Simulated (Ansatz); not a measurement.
# W: squeezing one contact

An exercise on one series of results from a longer session: the logs are not shown, and one member is left open.

Method: DFT PBEsol, with the methods named in each step, in Ansatz 0.2.0.

2 further runs of the same task are left out: 2 that didn't finish. Runs told in other sessions of the task aren't counted.

## The starting structure

Symmetry: P6_3/mmc, No. 194, hexagonal system. The conventional cell has a = 2.845 Å, b = 2.845 Å, c = 4.608 Å, α = 90.00°, β = 90.00°, γ = 120.00°. W (site symmetry -6m2) has 12 W at 2.83 to 2.84 Å in its first shell of neighbours.

Coordinates:

```cif
data_structure
_symmetry_space_group_name_H-M 'P6_3/mmc'
_symmetry_Int_Tables_number 194
_cell_length_a 2.8445
_cell_length_b 2.8445
_cell_length_c 4.6081
_cell_angle_alpha 90.000
_cell_angle_beta 90.000
_cell_angle_gamma 120.000
_cell_volume 32.29
loop_
_atom_site_label
_atom_site_type_symbol
_atom_site_symmetry_multiplicity
_atom_site_Wyckoff_symbol
_atom_site_fract_x
_atom_site_fract_y
_atom_site_fract_z
_atom_site_occupancy
W1 W 2 c 0.33333 0.66667 0.25000 1
```

The file gives the conventional cell by its symmetry; the runs use the cell typed in the input.

Atoms are numbered in the order of the input: W1, W2.

Set-up of the first run:

input.yaml

```yaml
crystal:
  lattice:
    - [2.844510009, 0.0, 0.0]
    - [-1.4222550045, 2.4634179291, 0.0]
    - [0.0, 0.0, 4.6081062146]
  atoms:
    - { symbol: W, position: [0.3333333333, 0.6666666667, 0.25] }
    - { symbol: W, position: [0.6666666667, 0.3333333333, 0.75] }
kpoints:
  mp_grid: { grid: [12, 12, 7] }
scf:
  occupations: { method: fermi_dirac, width: 0.05 }
hamiltonian:
  xc: pbesol
  pseudopotentials: { kind: all_electron, lapw: { basis_error: 0.001 } }
output:
  forces: true
  stress: true
  eigenvalues: true
  populations: true
```

Launch:

```console
> ansatz run input.yaml --threads 1 --pin off --max-ram 2048MiB --backend cpu --events-out ev --progress --plain --runs-dir out
```

Among the steps run: The bond as given, LAPW; Shortest bond scaled by 1, crystal datasets; Shortest bond scaled by 1.1, LAPW; Shortest bond scaled by 1.1, crystal datasets; Shortest bond scaled by 0.76, LAPW; Shortest bond scaled by 0.64, norm-conserving.

One of the session's tables, all rows but one given; the rest of the session is left out.

```
          method  length (Å)  force along the bond (eV/Å)  pressure (GPa)  largest force (eV/Å)
            LAPW       2.150                        8.566           43.20                 8.844
            LAPW       2.829                        0.000           -3.56                 0.000
            LAPW       3.112                       -2.059            3.31                 2.986
             PAW       1.811                       31.779          126.88                32.224
             PAW       1.981                            ?               ?                     ?
             PAW       2.150                        8.563           43.32                 8.840
             PAW       2.829                        0.000           -3.63                 0.000
             PAW       3.112                       -2.055            3.28                 2.980
crystal datasets       2.829                        0.000           -3.56                 0.000
crystal datasets       3.112                       -2.059            3.31                 2.986
 norm-conserving       1.811                       32.130          128.26                32.572
```

**Question.** Estimate the row for PAW, 1.981.

As computed: force along the bond (eV/Å): 16.851; pressure (GPa): 76.35; largest force (eV/Å): 17.184. In the column «force along the bond (eV/Å)» it lies between LAPW, 2.150 (8.566) and PAW, 1.811 (31.779).

To keep in mind: Rows by PAW come from runs of the same series that aren't printed here. Warnings in the runs' records: crystal datasets made, gradients without spin orbit.
